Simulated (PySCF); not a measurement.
# C3H2Cl3F3O2: the cost of one run

Programs: tblite 0.8.0 and PySCF 2.14.0. All values are calculated, for the isolated system unless a continuum is named. Atoms count from 0, parts from 1.

9 further runs of the same task are left out: 9 set aside as unsound or not needed.

## Step 1: The system as given

13 atoms, charge 0, multiplicity 1; geometry: GFN2-xTB. Parts: 1 = atoms 0–7, `O=C(O)C(F)(F)F`, charge 0; 2 = atoms 8–12, `ClC(Cl)Cl`, charge 0.

## Step 2: NMR shieldings: PBE0/pcSseg-1

The job: settings as JSON, then the geometry in Å.

```
{"job": {"kind": "nmr", "xc": "PBE0", "basis": "pcSseg-1", "pop": false, "iso": false}, "charge": 0, "multiplicity": 1, "parts": [{"atoms": "0-7", "charge": 0, "multiplicity": 1}, {"atoms": "8-12", "charge": 0, "multiplicity": 1}]}
O      1.656120    -0.649250     0.707100
C      1.131100    -0.027620    -0.319810
O      1.709180     0.533230    -1.199370
C     -0.423860    -0.132650    -0.267070
F     -0.998650     0.709880    -1.122070
F     -0.819850    -1.370610    -0.590040
F     -0.900170     0.135110     0.951120
H      2.640550    -0.627430     0.685550
Cl     4.367850    -0.009990    -2.851230
C      4.629000    -1.265450    -1.636120
Cl     4.751170    -0.539120    -0.020820
Cl     3.309290    -2.449850    -1.661870
H      5.569830    -1.780800    -1.838300
```

Level: GIAO PBE0/pcSseg-1 NMR shielding, non-relativistic, gas phase.

The run is started by

```console
$ OMP_NUM_THREADS=1 python cluster_run.py task.json out
```

The driver reads the jobs from task.json and runs them one after another.

**Question.** How long does this first job take on 1 thread of Arm Neoverse N1, shared host, and how much memory does it need?

About 62 s, with a peak of 0.97 GiB.
